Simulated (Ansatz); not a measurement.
# Li7As: the cost of one run

Computed with Ansatz 0.2.0 (DFT PBE, scalar-relativistic, plane waves, PAW, unless a step's input says otherwise).

### Step 1. Starting point

The structure is cubic, space group Fm-3m (No. 225). The conventional cell has a = 7.742 Å, b = 7.742 Å, c = 7.742 Å, α = 90.00°, β = 90.00°, γ = 90.00°. Li (site symmetry 4mm) has 1 As at 1.92 Å and 1 Li at 1.95 Å as nearest neighbours. Around Li (site symmetry m-3m) lie 6 Li at 1.95 Å. As (site symmetry m-3m) has 6 Li at 1.92 Å as nearest neighbours.

Structure file:

```
Li As
1.0
     0.00000    3.87075    3.87075
     3.87075    0.00000    3.87075
     3.87075    3.87075    0.00000
Li As
7 1
Direct
  0.25249 0.74751 0.74751
  0.74751 0.25249 0.25249
  0.74751 0.25249 0.74751
  0.25249 0.74751 0.25249
  0.74751 0.74751 0.25249
  0.25249 0.25249 0.74751
  0.00000 0.00000 0.00000
  0.50000 0.50000 0.50000
```

The cell is invented: random cell by space group and Wyckoff sites (Fm-3m, No. 225). Lengths come from tabulated atomic sizes and are only a guess.

### Step 2. The guess as it stands, on a coarse mesh

input.yaml

```yaml
crystal:
  lattice:
    - [0.0, 3.87075248, 3.87075248]
    - [3.87075248, 0.0, 3.87075248]
    - [3.87075248, 3.87075248, 0.0]
  atoms:
    - { symbol: Li, position: [0.2524889, 0.7475111, 0.7475111] }
    - { symbol: Li, position: [0.7475111, 0.2524889, 0.2524889] }
    - { symbol: Li, position: [0.7475111, 0.2524889, 0.7475111] }
    - { symbol: Li, position: [0.2524889, 0.7475111, 0.2524889] }
    - { symbol: Li, position: [0.7475111, 0.7475111, 0.2524889] }
    - { symbol: Li, position: [0.2524889, 0.2524889, 0.7475111] }
    - { symbol: Li, position: [0.0, 0.0, 0.0] }
    - { symbol: As, position: [0.5, 0.5, 0.5] }
basis:
  ecutwfc: 420
kpoints:
  mp_grid: { grid: [4, 4, 4] }
hamiltonian:
  xc: pbe
scf:
  occupations: { method: gaussian, width: 0.1 }
  lower_state_search: "off"
output:
  forces: true
  stress: true
  eigenvalues: true
```

Launch:

```console
$ ansatz run input.yaml --threads 1 --pin off --max-ram 2048MiB --backend cpu --events-out ev --progress --plain --runs-dir out
```

What time and memory should one allow on 1 thread of Arm Neoverse V2, shared host?

About 1.6 s, with a peak of 0.34 GiB.
